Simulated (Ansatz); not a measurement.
Write the native input for Ansatz 0.2.0 that does the following.

* Task: band structure
* Functional: HSEsol
* Potentials or basis: Ansatz PAW
* Cutoff: 420 eV (not typed: the program's choice for these potentials)
* k mesh: 4 × 4 × 4
* Occupations: fermi-dirac, width 0.05 eV
* Spin: no spin polarisation
* Path: [["G", "X", "W", "K", "G", "L", "U", "W", "L", "K"], ["U", "X"]]
* Points for each segment of the path: 4

Crystal: MoSe.

```
Mo Se
1.0
     0.00000    2.89288    2.89288
     2.89288    0.00000    2.89288
     2.89288    2.89288    0.00000
Mo Se
1 1
Cartesian
  0.0000 0.0000 0.0000
  2.8929 2.8929 2.8929
```

The cell was built by a generator and needn't be a form met in nature.

The input as run:

input

```
crystal:
  lattice:
    - [0.0, 2.89287951, 2.89287951]
    - [2.89287951, 0.0, 2.89287951]
    - [2.89287951, 2.89287951, 0.0]
  atoms:
    - { symbol: Mo, position: [0.0, 0.0, 0.0] }
    - { symbol: Se, position: [0.5, 0.5, 0.5] }
hamiltonian:
  xc:
    exchange: hjs_pbesol
    correlation: pbesol
    exx: { coeff: 0.25, omega: 0.207 }
  pseudopotentials: { kind: paw }
kpoints:
  mp_grid: { grid: [4, 4, 4] }
  band_path:
    path:
      - [[0.0, 0.0, 0.0], [0.5, 0.0, 0.5], [0.5, 0.25, 0.75], [0.375, 0.375, 0.75], [0.0, 0.0, 0.0], [0.5, 0.5, 0.5], [0.625, 0.25, 0.625], [0.5, 0.25, 0.75], [0.5, 0.5, 0.5], [0.375, 0.375, 0.75]]
      - [[0.625, 0.25, 0.625], [0.5, 0.0, 0.5]]
    npoints: 4
scf:
  occupations: { method: fermi_dirac, width: 0.05 }
  n_extra_bands: 6
output:
  forces: true
  stress: true
  eigenvalues: true
  fatbands: false
```

It gave:

The pressure is -26.4 GPa and the band gap on the k mesh is none (metal or under the smearing width).

Caveat: the k mesh is coarse (spacing up to 0.47 Å⁻¹), so the values aren't converged, least of all with exact exchange; so large a pressure means that the cell lies far from this level's equilibrium, or that cutoff or potentials fall short; the PAW data sets come from PBE, with cores solved anew for the run's functional, which leaves a small shift of forces and pressure; the thresholds are loose for stress.

It took 26 s on 1 × NVIDIA H100 80GB HBM3 with 2 threads of AMD EPYC 7R13 Processor (Zen 3) (shared host), peak memory 1.7 GiB.
